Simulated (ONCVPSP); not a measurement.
# Pseudopotential generation for promethium: ONCV, LDA (Perdew-Wang 92)

Aim: build the potential from the settings below, then test how well it stands in for the atom: other configurations, scattering, ghost states and the plane-wave cutoff that it needs.

Program: ONCVPSP 4.0.1.1 (patched build). Reference atom: LDA (Perdew-Wang 92), scalar-relativistic, spherical and spin-unpolarised. All values are calculated.

## 1. The design

Typed settings, in words:

```
element                 : promethium (Pm, Z = 61)
type                    : optimised norm-conserving Vanderbilt (ONCV)
frozen core             : [Kr] 4d10
valence charge          : 15
reference configuration : 4f5 5s2 5p6 6s1.5 (charge +0.5)
partial waves           : 5s+6s: rc 2.45 bohr, ncon 4, nbas 9, qcut 6.3 1/bohr, 2 projectors; 5p: rc 2.75 bohr, ncon 3, nbas 7, qcut 5.7 1/bohr, 2 projectors, debl 3.3 Ha; d scattering state at 0.39 Ha: rc 2.70 bohr, ncon 5, nbas 9, qcut 3.2 1/bohr, 2 projectors, debl 2.2 Ha; 4f: rc 0.85 bohr, ncon 4, nbas 8, qcut 15.3 1/bohr, 2 projectors, debl 2.7 Ha
local potential         : polynomial inside 0.65 bohr (lpopt 5, dvloc0 6 Ha)
core correction         : not asked for
```

## 2. The generation run

Pm.dat reads:

```
# ATOM AND REFERENCE CONFIGURATION
# atsym  z   nc   nv     iexc    psfile
  Pm 61.00    9    4  -001012      upf
#
#   n    l    f
    1    0    2.00
    2    0    2.00
    2    1    6.00
    3    0    2.00
    3    1    6.00
    3    2   10.00
    4    0    2.00
    4    1    6.00
    4    2   10.00
    4    3    5.00
    5    0    2.00
    5    1    6.00
    6    0    1.50
#
# PSEUDOPOTENTIAL AND OPTIMIZATION
# lmax
    3
#
#   l,   rc,      ep,       ncon, nbas, qcut
    0    2.45    0.00    4    9    6.30
    1    2.75    0.00    3    7    5.70
    2    2.70    0.39    5    9    3.20
    3    0.85    0.00    4    8   15.30
#
# LOCAL POTENTIAL
# lloc, lpopt,  rc(5),   dvloc0
    4    5    0.65    6.00
#
# VANDERBILT-KLEINMAN-BYLANDER PROJECTORs
# l, nproj, debl
    0    2    2.30
    1    2    3.30
    2    2    2.20
    3    2    2.70
#
# MODEL CORE CHARGE
# icmod, fcfact, rcfact
    0    0.00    0.00
#
# LOG DERIVATIVE ANALYSIS
# epsh1, epsh2, depsh
   -3.00    5.00    0.02
#
# OUTPUT GRID
# rlmax, drl
    6.00    0.01
#
# TEST CONFIGURATIONS
# ncnf
    4
# nvcnf
#   n    l    f
    4
    4    3    5.00
    5    0    2.00
    5    1    6.00
    6    0    2.00
#
    4
    4    3    5.00
    5    0    2.00
    5    1    6.00
    6    0    1.00
#
    4
    4    3    5.00
    5    0    2.00
    5    1    6.00
    6    0    0.00
#
    4
    4    3    3.00
    5    0    2.00
    5    1    6.00
    6    0    0.00
#
```

Run with:

```bash
$ oncvpsp.x < Pm.dat > Pm.out
```

**Question.** What will these runs give? Wanted: cutoffs for 1 and 0.1 mHa per electron, occupied waves; bound ghosts; GHOST(+) flags; largest phase difference near zero energy, channels read; projector energies reset by the program.

**Answer**, as computed:

| quantity | value |
| --- | --- |
| cutoffs for 1 and 0.1 mHa per electron, occupied waves | 249 Ha and 383 Ha |
| bound ghosts | s at -668.10 eV, p at -211.22 eV |
| GHOST(+) flags | s at 71 eV, d at 220 eV (1 near or above the test basis's cutoff) |
| largest phase difference near zero energy, channels read | 0.025 rad |
| projector energies reset by the program | d: 0.050, 2.250 Ha |

A bound ghost (s, p) makes it unfit for use: electrons can fall into a state that the atom doesn't have. The potential is very hard: the looser tolerance needs 249 Ha. At the looser tolerance the 4f wave is the slowest; 5s needs 11 Ha. Near zero energy the phases of the channels with partial waves agree within 0.025 rad. The program also flags highly localised states, GHOST(+) (s, d). These are tests on the free atom; a crystal test is still owed.
